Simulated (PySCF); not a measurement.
# C2H9NOSi: the cost of one run

Computed with PySCF 2.14.0; each step states its level. No surroundings beyond the atoms listed, unless a continuum is named. Atoms count from 0, parts from 1.

## (1) Starting point

14 atoms, charge 0, multiplicity 3; geometry: GFN2-xTB, MD frame. Parts: 1 = atoms 0–10, `CN(C)[SiH]`, charge 0; 2 = atoms 11–13, `O`, charge 0.

## (2) g tensor and hyperfine couplings: 500 fs

Job settings and geometry (Å):

```
{"job": {"kind": "epr", "basis": "pcH-1"}, "charge": 0, "multiplicity": 3, "parts": [{"atoms": "0-10", "charge": 0, "multiplicity": 3}, {"atoms": "11-13", "charge": 0, "multiplicity": 1}]}
C      1.561909    -0.700079    -0.420727
N      0.449397     0.218709    -0.355918
C      0.750434     1.579962    -0.556129
Si    -1.289405    -0.224046    -0.481159
H      2.160448    -0.409357     0.490696
H      2.159523    -0.673395    -1.283158
H      1.301482    -1.773950    -0.278002
H      1.757893     1.696134    -0.152925
H      0.131136     2.292741     0.095198
H      0.673043     2.021147    -1.591186
H     -2.074715    -0.099272     0.762260
O      0.017402    -0.700180     2.703386
H      0.119384    -0.250622     1.860668
H     -0.880068    -1.108859     2.624661
```

Level: UKS B3LYP, pcH-1 on C H N O Si, non-relativistic, mean-field spin-orbit, GIAO.

Started as:

```sh
$ OMP_NUM_THREADS=1 python cluster_run.py task.json out
```

This one command runs all jobs of the session in turn.

**Question.** How long does this first job take on 1 thread of Arm Neoverse V1, shared host, and how much memory does it need?

About 79 s, with a peak of 0.71 GiB.
